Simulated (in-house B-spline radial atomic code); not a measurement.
# Dy³⁺: excited configurations

How much energy does it take to promote electrons of Dy³⁺ to other shells? Each configuration is solved by itself and compared with the reference.

The numbers are computed with in-house B-spline radial atomic code version 1 (scalar-relativistic (spin-free one-electron X2C) AM05, spin-polarised, spherical fractional occupations, Fermi nucleus, basis-set limit), except any that are marked as measured or tabulated.

## 1. The system

* element: dysprosium (Z = 66)
* charge: +3
* electrons: 63
* configuration: [Xe] 4f9
* Hamiltonian: scalar-relativistic (X2C)
* nucleus: Fermi, rms radius 5.222 fm

Outer shells as boxes (Hund's rule):

[Xe] 4f9
```
[Xe] core
4f [↑↓][↑↓][↑ ][↑ ][↑ ][↑ ][↑ ]
```

Where spins are not typed, each open shell is filled with up spins first.

Settings of the run:

```ini
Z = 66
electrons = 63.0
configuration = [Xe] 4f9
hamiltonian = x2c
method = am05
spin_polarised = True
nucleus = fermi
rms_radius = 5.2218
mass_number = 164
atomic_mass = 163.929180819
speed_of_light = 137.035999084
```

The reference is known from an earlier run: -12147.115061 hartree in all. Up to eight levels, counted from the top:

| orbital | occupation | energy (eV) | <r> (bohr) |
| --- | --- | --- | --- |
| 4d up | 5 | -186.81 | 0.6080 |
| 4d down | 5 | -182.45 | 0.6089 |
| 5s up | 1 | -79.116 | 1.269 |
| 5s down | 1 | -76.944 | 1.283 |
| 5p up | 3 | -54.370 | 1.467 |
| 5p down | 3 | -52.785 | 1.489 |
| 4f up | 7 | -36.382 | 0.7958 |
| 4f down | 2 | -32.470 | 0.8217 |

## 2. Run with 1s2 2s2 2p6 3s2 3p6 3d10 4s2 4p6 4d10 4f6,3 5s2 5p3,2 5f0,1

In configurations, two counts after a shell (as in p1,2) give the electrons with spin up and with spin down.

Settings of the run:

```ini
Z = 66
electrons = 63.0
configuration = 1s2 2s2 2p6 3s2 3p6 3d10 4s2 4p6 4d10 4f6,3 5s2 5p3,2 5f0,1
hamiltonian = x2c
method = am05
spin_polarised = True
nucleus = fermi
rms_radius = 5.2218
mass_number = 164
atomic_mass = 163.929180819
speed_of_light = 137.035999084
```

## 3. Run with 1s2 2s2 2p6 3s2 3p6 3d10 4s2 4p6 4d10 4f3,6 5s2 5p2,3 6p0,1

Changes to the settings of step 2:

```diff
@@ -2,3 +2,3 @@
 electrons = 63.0
-configuration = 1s2 2s2 2p6 3s2 3p6 3d10 4s2 4p6 4d10 4f6,3 5s2 5p3,2 5f0,1
+configuration = 1s2 2s2 2p6 3s2 3p6 3d10 4s2 4p6 4d10 4f3,6 5s2 5p2,3 6p0,1
 hamiltonian = x2c
```

## 4. 1s2 2s2 2p6 3s2 3p6 3d10 4s2 4p6 4d10 4f3,6 5s2 5p6

Changes to the settings of step 3:

```diff
@@ -2,3 +2,3 @@
 electrons = 63.0
-configuration = 1s2 2s2 2p6 3s2 3p6 3d10 4s2 4p6 4d10 4f3,6 5s2 5p2,3 6p0,1
+configuration = 1s2 2s2 2p6 3s2 3p6 3d10 4s2 4p6 4d10 4f3,6 5s2 5p6
 hamiltonian = x2c
```

## 5. Configuration 1s2 2s2 2p6 3s2 3p6 3d10 4s2 4p6 4d10 4f5,4 5s2 5p6

Changes to the settings of step 4:

```diff
@@ -2,3 +2,3 @@
 electrons = 63.0
-configuration = 1s2 2s2 2p6 3s2 3p6 3d10 4s2 4p6 4d10 4f3,6 5s2 5p6
+configuration = 1s2 2s2 2p6 3s2 3p6 3d10 4s2 4p6 4d10 4f5,4 5s2 5p6
 hamiltonian = x2c
```

## 6. Configuration 1s2 2s2 2p6 3s2 3p6 3d10 4s2 4p6 4d10 4f4,5 5s2 5p6

Changes to the settings of step 5:

```diff
@@ -2,3 +2,3 @@
 electrons = 63.0
-configuration = 1s2 2s2 2p6 3s2 3p6 3d10 4s2 4p6 4d10 4f5,4 5s2 5p6
+configuration = 1s2 2s2 2p6 3s2 3p6 3d10 4s2 4p6 4d10 4f4,5 5s2 5p6
 hamiltonian = x2c
```

How far above the reference does each configuration lie (order and size, in eV)?

The runs gave:

| net move | configuration | 2|M_S|+1 | energy above the reference (eV) | largest <r> (bohr) |
| --- | --- | --- | --- | --- |
| same shells, spins typed | 1s2 2s2 2p6 3s2 3p6 3d10 4s2 4p6 4d10 4f3,6 5s2 5p6 | 4 | 3.129 | 1.48 |
| same shells, spins typed | 1s2 2s2 2p6 3s2 3p6 3d10 4s2 4p6 4d10 4f5,4 5s2 5p6 | 2 | 4.694 | 1.48 |
| same shells, spins typed | 1s2 2s2 2p6 3s2 3p6 3d10 4s2 4p6 4d10 4f4,5 5s2 5p6 | 2 | 4.694 | 1.48 |
| 5p → 6p, spins typed | 1s2 2s2 2p6 3s2 3p6 3d10 4s2 4p6 4d10 4f3,6 5s2 5p2,3 6p0,1 | 6 | 39.890 | 3.44 |
| 5p → 5f, spins typed | 1s2 2s2 2p6 3s2 3p6 3d10 4s2 4p6 4d10 4f6,3 5s2 5p3,2 5f0,1 | 4 | 48.984 | 4.25 |

What this shows: The lowest of them is same shells, spins typed at 3.129 eV and the highest 5p → 5f, spins typed at 48.984 eV. The reference has 2|M_S|+1 = 6; 4 of the configurations differ from it in spin. These are spherical averages at the typed spins, not spectroscopic levels.
